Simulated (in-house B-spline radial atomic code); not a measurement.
# Te⁵⁰⁺: RPA and G0W0 on different mean-field starts

Aim: see how far the highest quasi-particle level and the RPA correlation energy of Te⁵⁰⁺ depend on the orbitals that they are built on.

The numbers are computed with an in-house B-spline radial atomic code, version 1 (RPA, second order, AC-SOSEX and G0W0 (contour deformation) on a scalar-relativistic mean field, all electrons; no spin-orbit coupling, Breit or QED terms, no two-electron picture change), except any that are marked as measured or tabulated.

**1. Starting point**

* element: tellurium (Z = 52)
* charge: +50
* electrons: 2
* configuration: 1s2
* next ion, run as well: 1s1
* Hamiltonian: scalar-relativistic (spin-free one-electron X2C), finite nucleus
* starts: Hartree-Fock, PBE, HSE06

The outer shells:

Te50+
```
1s [↑↓]
```

**2. Hartree-Fock start**

Input settings:

```ini
Z = 52
electrons = 2.0
configuration = 1s2
hamiltonian = x2c
method = hf
lmax = 9
rms_radius = 4.7423
spin_polarised = False
box_radius = 2.1
intervals = 60
```

Started as:

```sh
> python run_gw.py task.json out
```

One command runs all members of the session, one after another, from task.json.

Results of the run (chosen fields of its result record, rounded):

```text
status: converged
energies [hartree]:
  mean_field: -2773.650667
  exx_total: -2773.650667
  exchange: -35.06732183
  rpa: -0.11762493
  rpa_summed: -0.11742751
  direct_second_order: -0.11826441
  second_order_exchange: 0.059132001
  sosex: 0.058813325
rpa_by_multipole [hartree]: [-0.0418729, -0.0605179, -0.00960341, -0.00290717, -0.00120387, -0.000598769, -0.000331838, -0.000197561, -0.000121015, -7.30784e-05]
polarisability [bohr^3: independent particles, RPA]: [1.07329e-06, 1.06397e-06]
gap [hartree]: 1036.765
levels [hartree]:
  - {"name": "1s", "occ": 1, "e": -1369.292, "sx": -35.06732, "vxc": -35.06732, "sc": 0.02356061, "z": 0.9998774, "qp": -1369.268, "tail": -0.0002096233}
  - {"name": "2s", "occ": 0, "e": -332.5266, "sx": -1.351748, "vxc": -1.351748, "sc": -0.01210111, "z": 0.9999898, "qp": -332.5387, "tail": -2.084312e-05}
ion_energies [hartree]:
  mean_field: -1404.431468
  exx_total: -1404.431468
  exchange: -17.67869723
  rpa: -0.029533771
  rpa_summed: -0.029484287
  direct_second_order: -0.029613472
  second_order_exchange: 0.029613366
  sosex: 0.029534196
```

It took 1.3 s on 1 thread, shared host.

In the record, exx_total is the Hartree-Fock functional on the start's orbitals, rpa_summed the RPA energy up to lmax and rpa the same with the tail beyond it, gap the smallest same-spin excitation energy of the start. For a level, e is the start's value, sx and sc the exchange and correlation self-energies, vxc the start's own term, z the quasi-particle weight, and qp = e + sx − vxc + sc + tail. Deeper levels of weight under 0.85 meet poles of the self-energy and are not shown.

G0W0 moves 1s up by 0.635 eV, to -37259.689 eV.

The largest part of the RPA energy comes from multipole 1 (52 % of the sum).

**3. PBE start**

Settings: those of step 2 with these lines changed.

```diff
@@ -4,3 +4,3 @@
 hamiltonian = x2c
-method = hf
+method = pbe,pbe
 lmax = 9
```

Result record:

```text
status: converged
energies [hartree]:
  mean_field: -2773.379923
  exx_total: -2773.647623
  exchange: -35.05537498
  rpa: -0.11884497
  rpa_summed: -0.11864762
  direct_second_order: -0.11950097
  second_order_exchange: 0.059750283
  sosex: 0.059423342
rpa_by_multipole [hartree]: [-0.0424556, -0.0611056, -0.00964474, -0.00291366, -0.00120535, -0.000599168, -0.000331936, -0.000197566, -0.000120993, -7.30541e-05]
polarisability [bohr^3: independent particles, RPA]: [1.0938e-06, 1.08417e-06]
gap [hartree]: 1021.35
levels [hartree]:
  - {"name": "1s", "occ": 1, "e": -1356.35, "sx": -35.05537, "vxc": -22.10968, "sc": 0.02640094, "z": 0.9998712, "qp": -1369.27, "tail": -0.0002096916}
  - {"name": "2s", "occ": 0, "e": -335.0006, "sx": -1.384156, "vxc": -3.873948, "sc": -0.01248926, "z": 0.9999892, "qp": -332.5233, "tail": -2.132296e-05}
ion_energies [hartree]:
  mean_field: -1404.273433
  exx_total: -1404.429936
  exchange: -17.67273134
  rpa: -0.029838976
  rpa_summed: -0.029789508
  direct_second_order: -0.029920723
  second_order_exchange: 0.029920618
  sosex: 0.029839398
```

Run time: 1.3 s. Hardware: 1 thread, shared host.

Highest level 1s: -36908.175 eV in the start, -37259.733 eV after G0W0, weight 1.00.

**4. HSE06 start**

Settings: those of step 3 with these lines changed.

```diff
@@ -4,3 +4,3 @@
 hamiltonian = x2c
-method = pbe,pbe
+method = hse06
 lmax = 9
```

Result record:

```text
status: converged
energies [hartree]:
  mean_field: -2773.517179
  exx_total: -2773.648812
  exchange: -35.0585167
  rpa: -0.11854154
  rpa_summed: -0.11834417
  direct_second_order: -0.1191934
  second_order_exchange: 0.059596498
  sosex: 0.059271625
rpa_by_multipole [hartree]: [-0.0423135, -0.0609569, -0.00963425, -0.002912, -0.00120496, -0.00059906, -0.000331905, -0.000197561, -0.000120995, -7.3058e-05]
polarisability [bohr^3: independent particles, RPA]: [1.08862e-06, 1.07906e-06]
gap [hartree]: 1025.202
levels [hartree]:
  - {"name": "1s", "occ": 1, "e": -1359.595, "sx": -35.05852, "vxc": -25.35884, "sc": 0.02567497, "z": 0.9998728, "qp": -1369.27, "tail": -0.0002096678}
  - {"name": "2s", "occ": 0, "e": -334.3931, "sx": -1.376019, "vxc": -3.251288, "sc": -0.01239154, "z": 0.9999894, "qp": -332.5302, "tail": -2.120108e-05}
ion_energies [hartree]:
  mean_field: -1404.343623
  exx_total: -1404.43053
  exchange: -17.67429363
  rpa: -0.029763097
  rpa_summed: -0.029713626
  direct_second_order: -0.029844332
  second_order_exchange: 0.029844227
  sosex: 0.02976352
```

Wall time 1.5 s (1 thread, shared host).

G0W0 moves 1s down by 263 eV, to -37259.726 eV.

**5. All runs in one table**

| start | level | mean field (eV) | G0W0 (eV) | weight | RPA (hartree) | RPA+SOSEX (hartree) | α, direct RPA (bohr³) | time | miss (eV) |
| --- | --- | --- | --- | --- | --- | --- | --- | --- | --- |
| Hartree-Fock | 1s | -37260.325 | -37259.689 | 1.000 | -0.11762 | -0.05881 | 1.064e-06 | 1.3 s | +63.2 |
| PBE | 1s | -36908.175 | -37259.733 | 1.000 | -0.11884 | -0.05942 | 1.084e-06 | 1.3 s | +63.2 |
| HSE06 | 1s | -36996.477 | -37259.726 | 1.000 | -0.11854 | -0.05927 | 1.079e-06 | 1.5 s | +63.2 |

The miss is the G0W0 removal energy (the level with its sign changed) less the tabulated theoretical ionisation energy, 37197 eV. Times are single runs on a shared host.

Energy to remove one electron as a difference of total energies (eV), each species on its own start:

| start | mean field | HF functional | RPA | RPA+SOSEX | second order |
| --- | --- | --- | --- | --- | --- |
| Hartree-Fock | 37258.35 | 37258.35 | 37260.75 | 37259.95 | 37259.96 |
| PBE | 37255.29 | 37258.31 | 37260.73 | 37259.93 | 37259.94 |
| HSE06 | 37257.11 | 37258.33 | 37260.74 | 37259.94 | 37259.95 |

**6. Summary of results**

| quantity | value |
| --- | --- |
| highest level, mean field (range over the runs) | -37260.325 to -36908.175 eV |
| highest level, G0W0 (range over the runs) | -37259.733 to -37259.689 eV |
| RPA correlation energy | -0.1188 to -0.1176 hartree |
| RPA+SOSEX | -0.0594 to -0.0588 hartree |
| tabulated theoretical ionisation energy (1s shell) | 37197 eV (NIST Atomic Spectra Database, ionization energies) |
| G0W0 removal energy less that value | +63.2 eV |

What this shows: The starts spread the highest level over 352 eV; after G0W0 0.044 eV remain, 0.012 % of that. Without exact exchange the level is bound too weakly, and G0W0 lowers it by 352 eV. The RPA energy is largest in size on PBE and smallest on Hartree-Fock, 1.0 % apart. All runs miss the tabulated theoretical ionisation energy, 37197 eV, by about +63.2 eV (+0.17 %), far more than they differ among themselves. QED terms are left out, and with more than one electron Breit and picture-change terms too; in so highly charged an ion they add to the miss. Read as a removal energy, the bare PBE level is off by -288 eV (-0.78 %) and the nearest bare level, Hartree-Fock's, by +63.8 eV. As differences of total energies the mean miss over the starts is 60 eV for mean field, 64 eV for RPA, 63 eV for RPA+SOSEX.
